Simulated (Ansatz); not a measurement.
Task: Fermi-surface readings of Hg, space group Cmce, with Ansatz 0.2.0 through its Python package. Give the script and its output. Use: r2SCAN, PAW, cutoff 650 eV, 5×5×8 k-points, Fermi-Dirac smearing of 0.1 eV.

```
Hg
1.0
     2.75922   -5.76312    0.00000
     2.75922    5.76312    0.00000
     0.00000    0.00000    3.38924
Hg
4
Direct
  0.36917 0.63083 0.50075
  0.86917 0.13083 0.99925
  0.13083 0.86917 0.00075
  0.63083 0.36917 0.49925
```

The script, `fermi_hg.py`:
```python
"""Fermi surface readings for Hg."""

import warnings

import ansatz as az
from ase import Atoms

FUNCTIONAL = "r2SCAN"
CUTOFF_EV = 650
KMESH = (5, 5, 8)
OCCUPATIONS = "fermi_dirac"
SMEARING_WIDTH = 0.1

warnings.simplefilter("ignore", az.DeckWarning)

atoms = Atoms(
    ["Hg", "Hg", "Hg", "Hg"],
    scaled_positions=[
        [0.36916554, 0.63083446, 0.50074971],
        [0.86916554, 0.13083446, 0.99925029],
        [0.13083446, 0.86916554, 0.0007497],
        [0.63083446, 0.36916554, 0.49925029],
    ],
    cell=[
        [2.75922007, -5.76312469, 0.0],
        [2.75922007, 5.76312469, 0.0],
        [0.0, 0.0, 3.38924482],
    ],
    pbc=True,
)
system = az.Crystal.from_ase(atoms)

job = system.calculation()
job = job.functional(FUNCTIONAL)
job = job.basis(CUTOFF_EV)
job = job.kpoints(*KMESH, center="gamma").occupations(OCCUPATIONS, width=SMEARING_WIDTH)
job = job.eigenstates(nscf_kmesh=(6, 6, 10), level_slopes=True)
surface = job.run(threads=1, pin="off").fermi_surface().to_plain()
for way, reading in surface.items():
    if reading:
        rho_lambda = [f"{v:.3e}" for v in reading["resistivity_times_mean_free_path_ohm_m2"]]
        print(f"{way:24s} area {reading['spin_summed_area_per_ang2']:8.3f} 1/A^2  rho*lambda (ohm m^2) {rho_lambda}")
```

Running `python fermi_hg.py` prints:
```text
by_tetrahedra            area   10.623 1/A^2  rho*lambda (ohm m^2) ['3.393e-15', '2.289e-15', '3.216e-15']
by_slopes                area   16.905 1/A^2  rho*lambda (ohm m^2) ['1.936e-15', '1.502e-15', '2.097e-15']
on_every_second_point    area    4.685 1/A^2  rho*lambda (ohm m^2) ['6.989e-15', '5.042e-15', '8.450e-15']
```

What to keep in mind:
- The mesh is modest for a metal, so energies can be off by several to tens of meV an atom and pressures by half a GPa or more; differences at equal mesh fare better.
- Within a few hundredths of an angstrom the cell has the higher group Fmmm; the lower one is a small distortion.
- Spin-orbit coupling, which matters for elements this heavy, is left out.
- This isn't the structure that Hg takes at ambient conditions.
- The three readings differ by the mesh error.
- Finished in 99 s on 1 thread of Arm Neoverse V1 (shared host), peak memory 0.9 GiB.
